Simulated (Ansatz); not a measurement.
# C2H9BN2: a ladder of functionals and wavefunction methods

One table from this session's results is given with a row withheld; the runs are named, their logs left out.

Computed with Ansatz 0.2.0, Gaussian basis. Level: functionals in def2-TZVPP, the program's frozen cores in correlated methods.

The runs, in order: PBE-D4, r2SCAN-D4, PBE0-D4, B3LYP-D4, ωB97X-V, ωB97M-V, B2PLYP; CCSD(T)/def2-TZVPP; MP2/def2-QZVPP; extrapolation to the limit.

## Structure used throughout

All runs share one geometry, relaxed beforehand with PBE0-D4 in a triple-zeta def2 set.

SMILES `NBCCN`, 14 atoms, charge 0, spin multiplicity 1.

Atoms are counted from 1 here; the program's logs count them from 0.

Bond lengths: N1–B2 1.391 Å, N1–H6 1.005 Å, N1–H7 1.006 Å, B2–C3 1.576 Å, B2–H8 1.202 Å, C3–C4 1.521 Å, C3–H9 1.099 Å, C3–H10 1.098 Å, C4–N5 1.457 Å, C4–H11 1.101 Å, C4–H12 1.095 Å, N5–H13 1.012 Å, N5–H14 1.013 Å. Angles: B2–N1–H6 123.1°, B2–N1–H7 123.2°, H6–N1–H7 113.6°, N1–B2–C3 122.2°, N1–B2–H8 117.5°, C3–B2–H8 120.2°, B2–C3–C4 111.5°, B2–C3–H9 112.1°, B2–C3–H10 108.7°, C4–C3–H9 109.6°, C4–C3–H10 108.8°, H9–C3–H10 105.8°, C3–C4–N5 109.3°, C3–C4–H11 110.5°, C3–C4–H12 109.0°, N5–C4–H11 113.5°, N5–C4–H12 107.5°, H11–C4–H12 106.8° and more.

Set-up of the first run:

in.yaml

```yaml
crystal:
  periodic: [false, false, false]
  atoms:
    - {symbol: N, position_ang: [-0.860574, 1.368755, 1.666194]}
    - {symbol: B, position_ang: [-0.740075, 0.139298, 1.026494]}
    - {symbol: C, position_ang: [-0.698425, 0.010188, -0.543213]}
    - {symbol: C, position_ang: [0.403806, -0.935135, -0.996312]}
    - {symbol: N, position_ang: [1.683450, -0.465753, -0.480648]}
    - {symbol: H, position_ang: [-0.908029, 1.465748, 2.665287]}
    - {symbol: H, position_ang: [-0.882865, 2.246153, 1.173935]}
    - {symbol: H, position_ang: [-0.717353, -0.845191, 1.715533]}
    - {symbol: H, position_ang: [-0.574126, 0.985303, -1.034747]}
    - {symbol: H, position_ang: [-1.664492, -0.379296, -0.891106]}
    - {symbol: H, position_ang: [0.386869, -1.050775, -2.091413]}
    - {symbol: H, position_ang: [0.220219, -1.926571, -0.569869]}
    - {symbol: H, position_ang: [2.436450, -1.087772, -0.746272]}
    - {symbol: H, position_ang: [1.902243, 0.445948, -0.865063]}
basis:
  gaussian: {orbitals: def2-TZVPP}
hamiltonian: {xc: pbe, dispersion: d4}
output: {forces: true, orbitals: {seedname: orbitals}}
```

On the command line:

```sh
> ansatz run in.yaml --threads 4 --pin off --events-out ev --progress --plain --max-ram 10444MiB
```

Steps of the session up to this table: PBE-D4 (GGA); r2SCAN-D4 (meta-GGA); PBE0-D4 (hybrid); B3LYP-D4 (hybrid); ωB97X-V (range-separated); ωB97M-V (range-separated); B2PLYP (double hybrid); CCSD(T) in def2-TZVPP; MP2 in def2-QZVPP.

One table of the session follows, with a row left open; its other results are not shown here.

```
            method  atoms, summed (eV)  atomisation energy (kcal/mol)
            PBE-D4           -5816.783                         1294.0
         r2SCAN-D4           -5822.256                         1265.7
           PBE0-D4           -5818.501                         1273.2
          B3LYP-D4           -5826.236                         1273.9
           ωB97X-V           -5823.889                         1270.8
           ωB97M-V           -5822.546                         1273.6
            B2PLYP           -5820.941                         1257.3
     HF/def2-TZVPP                   ?                              ?
    MP2/def2-TZVPP           -5811.986                         1245.0
   CCSD/def2-TZVPP           -5814.535                         1215.5
CCSD(T)/def2-TZVPP           -5814.805                         1231.8
           MP2/CBS           -5813.706                         1277.2
       CCSD(T)/CBS           -5816.525                         1263.9
```

Estimate the missing values for HF/def2-TZVPP.

As computed: atoms, summed (eV): -5802.041; atomisation energy (kcal/mol): 920.1. In the column «atoms, summed (eV)» it is the highest.

Among the levels timed on like hardware and quicker than the yardstick, those that no quicker one beats, quickest first: PBE-D4 (2 s, +30.1 kcal/mol); PBE0-D4 (2 s, +9.3 kcal/mol); r2SCAN-D4 (3 s, +1.7 kcal/mol).

B2PLYP carry no dispersion term (for B3LYP, D4 adds 8.7 kcal/mol).

Caveats from the session: Free atoms (2 N, 1 B, 2 C, 9 H) were run apart at each level; the atomisation energy is their sum less the molecule, without zero-point or spin-orbit terms.
